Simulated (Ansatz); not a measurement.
**Os: squeezing one contact**

How do energy and force answer when the Os1–Os2 bond of Os is squeezed or stretched? The runs shown use PAW. Its runs: shortest bond scaled by 1 (PAW); shortest bond scaled by 0.88 (PAW); shortest bond scaled by 0.76 (PAW); shortest bond scaled by 0.7 (PAW); shortest bond scaled by 0.58 (PAW and PAW (source ansatz)).

Computed with Ansatz 0.2.0 (DFT r²SCAN, with the methods named in each step, unless a step's input says otherwise).

3 further runs of the same task are left out: 3 that didn't finish.

**1. The system as given**

Symmetry: P6_3/mmc, No. 194, hexagonal system. The conventional cell has a = 2.734 Å, b = 2.734 Å, c = 4.320 Å, α = 90.00°, β = 90.00°, γ = 120.00°. Os (site symmetry -6m2) is surrounded by 12 Os at 2.68 to 2.73 Å.

As a file:

```cif
data_structure
_symmetry_space_group_name_H-M 'P 1'
_symmetry_Int_Tables_number 1
_cell_length_a 2.7341
_cell_length_b 2.7341
_cell_length_c 4.3197
_cell_angle_alpha 90.000
_cell_angle_beta 90.000
_cell_angle_gamma 120.000
_cell_volume 27.96
loop_
_atom_site_label
_atom_site_type_symbol
_atom_site_fract_x
_atom_site_fract_y
_atom_site_fract_z
_atom_site_occupancy
Os1 Os 0.33333 0.66667 0.25000 1
Os2 Os 0.66667 0.33333 0.75000 1
```

Atoms are numbered in the order of the input: Os1, Os2.

**2. Shortest bond scaled by 1, PAW**

input.yaml

```yaml
crystal:
  lattice:
    - [2.7341, 0.0, 0.0]
    - [-1.36705, 2.3678000565, 0.0]
    - [0.0, 0.0, 4.3197]
  atoms:
    - { symbol: Os, position: [0.3333333333, 0.6666666667, 0.25] }
    - { symbol: Os, position: [0.6666666667, 0.3333333333, 0.75] }
kpoints:
  mp_grid: { grid: [13, 13, 7] }
scf:
  occupations: { method: fermi_dirac, width: 0.05 }
hamiltonian:
  xc: r2scan
  pseudopotentials: { kind: paw }
output:
  forces: true
  stress: true
  eigenvalues: true
  efg: { contact_densities: true }
  populations: true
```

Command:

```
> ansatz run input.yaml --threads 1 --pin off --max-ram 2048MiB --backend cpu --events-out ev --progress --plain --runs-dir out
```

**3. Shortest bond scaled by 0.88, PAW**

input.yaml, as its differences from that of step 2:

```diff
@@ -6,4 +6,4 @@
   atoms:
-    - { symbol: Os, position: [0.3333333333, 0.6666666667, 0.25] }
-    - { symbol: Os, position: [0.6666666667, 0.3333333333, 0.75] }
+    - { symbol: Os, position: [0.2933333333, 0.6466666667, 0.22] }
+    - { symbol: Os, position: [0.7066666667, 0.3533333333, 0.78] }
 kpoints:
```

**4. Shortest bond scaled by 0.76, PAW**

input.yaml, as its differences from that of step 3:

```diff
@@ -6,4 +6,4 @@
   atoms:
-    - { symbol: Os, position: [0.2933333333, 0.6466666667, 0.22] }
-    - { symbol: Os, position: [0.7066666667, 0.3533333333, 0.78] }
+    - { symbol: Os, position: [0.2533333333, 0.6266666667, 0.19] }
+    - { symbol: Os, position: [0.7466666667, 0.3733333333, 0.81] }
 kpoints:
```

**5. Shortest bond scaled by 0.7, PAW**

input.yaml, as its differences from that of step 4:

```diff
@@ -6,4 +6,4 @@
   atoms:
-    - { symbol: Os, position: [0.2533333333, 0.6266666667, 0.19] }
-    - { symbol: Os, position: [0.7466666667, 0.3733333333, 0.81] }
+    - { symbol: Os, position: [0.2333333333, 0.6166666667, 0.175] }
+    - { symbol: Os, position: [0.7666666667, 0.3833333333, 0.825] }
 kpoints:
```

**6. Shortest bond scaled by 0.58, PAW**

input.yaml, as its differences from that of step 5:

```diff
@@ -6,4 +6,4 @@
   atoms:
-    - { symbol: Os, position: [0.2333333333, 0.6166666667, 0.175] }
-    - { symbol: Os, position: [0.7666666667, 0.3833333333, 0.825] }
+    - { symbol: Os, position: [0.1933333333, 0.5966666667, 0.145] }
+    - { symbol: Os, position: [0.8066666667, 0.4033333333, 0.855] }
 kpoints:
```

**7. Shortest bond scaled by 0.58, PAW (source ansatz)**

input.yaml, as its differences from that of step 6:

```diff
@@ -14,3 +14,3 @@
   xc: r2scan
-  pseudopotentials: { kind: paw }
+  pseudopotentials: { kind: paw, source: ansatz }
 output:
@@ -19,3 +19 @@
   eigenvalues: true
-  efg: { contact_densities: true }
-  populations: true
```

(Steps that only read results are left out.)

**Question.** What will these runs give?

The runs gave:

| quantity | value |
| --- | --- |
| force along the bond, positive apart, at 1.552 Å (PAW) | 113.51 eV/Å |
| force along the bond, positive apart, at 1.552 Å (PAW (source ansatz)) | 109.64 eV/Å |
| length at zero force (straight line) | 2.68 Å |

In words: At 1.55 Å the force along the bond is 113.51 eV/Å by PAW, and the energy stands 27.44 eV over the given length. A straight line between 2.35 and 2.68 Å puts zero force near 2.68 Å, a rough figure over so wide a step. There symmetry makes it vanish whatever the lattice constant, so this is no computed equilibrium length. With two atoms in the cell whole sublattices move, so the other contacts between the two sublattices change too; at scales over 1 some of them become the shortest. Spin-orbit coupling is left out, though the cell holds Os; in elements this heavy it can shift bands and gaps by tenths of an eV.
